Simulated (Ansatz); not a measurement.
# Bi: stress in a strained cell

Aim: deform Bi (zz strain of +3 %) and compute stress, forces and field gradients with LAPW, PAW and all-electron datasets made for the crystal.

Computed with Ansatz 0.2.0 (DFT PBEsol, scalar-relativistic, unless a step's input says otherwise).

### 1 The structure to begin with

It takes space group P6_3/mmc (No. 194, hexagonal). The conventional cell has a = 4.539 Å, b = 4.539 Å, c = 11.829 Å, α = 90.00°, β = 90.00°, γ = 120.00°.

Coordinates:

```
Bi
1.0
     4.53900    0.00000    0.00000
    -2.26950    3.93089    0.00000
     0.00000    0.00000   11.82900
Bi
2
Direct
  0.33333 0.66667 0.25000
  0.66667 0.33333 0.75000
```

Atoms are numbered in the order of the input: Bi1, Bi2.

### 2 The deformed structure

Space group P6_3/mmc before, P6_3/mmc after.

### 3 Full-potential LAPW

Contents of input.yaml:

```yaml
crystal:
  lattice:
    - [4.5390002997, 0.0, 0.0]
    - [-2.2695001499, 3.9308895674, 0.0]
    - [0.0, 0.0, 12.18387]
  atoms:
    - { symbol: Bi, position: [0.3333333333, 0.6666666667, 0.25] }
    - { symbol: Bi, position: [0.6666666667, 0.3333333333, 0.75] }
kpoints:
  mp_grid: { grid: [9, 9, 3] }
  band_path:
    path:
      - [0.0, 0.0, 0.0]
      - [0.5, 0.0, 0.0]
      - [0.3333333333, 0.3333333333, 0.0]
      - [0.0, 0.0, 0.0]
      - [0.0, 0.0, 0.5]
      - [0.5, 0.0, 0.5]
      - [0.3333333333, 0.3333333333, 0.5]
      - [0.0, 0.0, 0.5]
      - [0.5, 0.0, 0.5]
    npoints: 5
scf:
  occupations: { method: fermi_dirac, width: 0.03 }
hamiltonian:
  xc: pbesol
  pseudopotentials: { kind: all_electron, lapw: { basis_error: 0.0005 } }
output:
  forces: true
  stress: true
  eigenvalues: true
```

On the command line:

```sh
$ ansatz run input.yaml --threads 1 --pin off --max-ram 3072MiB --backend cpu --events-out ev --progress --plain --runs-dir out
```

### 4 PAW on the default files

Contents of input.yaml:

```yaml
crystal:
  lattice:
    - [4.5390002997, 0.0, 0.0]
    - [-2.2695001499, 3.9308895674, 0.0]
    - [0.0, 0.0, 12.18387]
  atoms:
    - { symbol: Bi, position: [0.3333333333, 0.6666666667, 0.25] }
    - { symbol: Bi, position: [0.6666666667, 0.3333333333, 0.75] }
kpoints:
  mp_grid: { grid: [9, 9, 3] }
scf:
  occupations: { method: fermi_dirac, width: 0.03 }
hamiltonian:
  xc: pbesol
  pseudopotentials: { kind: paw }
output:
  forces: true
  stress: true
  eigenvalues: true
  efg: { contact_densities: true }
```

### 5 Datasets made for this crystal

Edit input.yaml of step 4 so:

```diff
@@ -14,3 +14,3 @@
   xc: pbesol
-  pseudopotentials: { kind: paw }
+  pseudopotentials: { kind: all_electron, datasets: crystal }
 output:
```

(Steps that only read results are left out.)

Before running it: what results should come out? Wanted: pressure; largest shear or deviatoric stress.

As calculated:

```
                                 quantity                                              value
                                 pressure  LAPW -3.41, PAW -3.41, crystal datasets -3.41 GPa
largest shear or deviatoric stress (LAPW)                                           3.15 GPa
```

What this shows: The largest part of the stress beyond the pressure is 3.15 GPa in size, in the zz component; the atoms are carried along and not relaxed. No run of the undeformed cell stands beside it, so the pressure holds what the given cell had before the change. PAW: stress within 0.01 GPa of LAPW. Crystal datasets: stress within 0.01 GPa of LAPW. Spin-orbit coupling is left out, though the cell holds Bi; in elements this heavy it can shift bands and gaps by tenths of an eV.
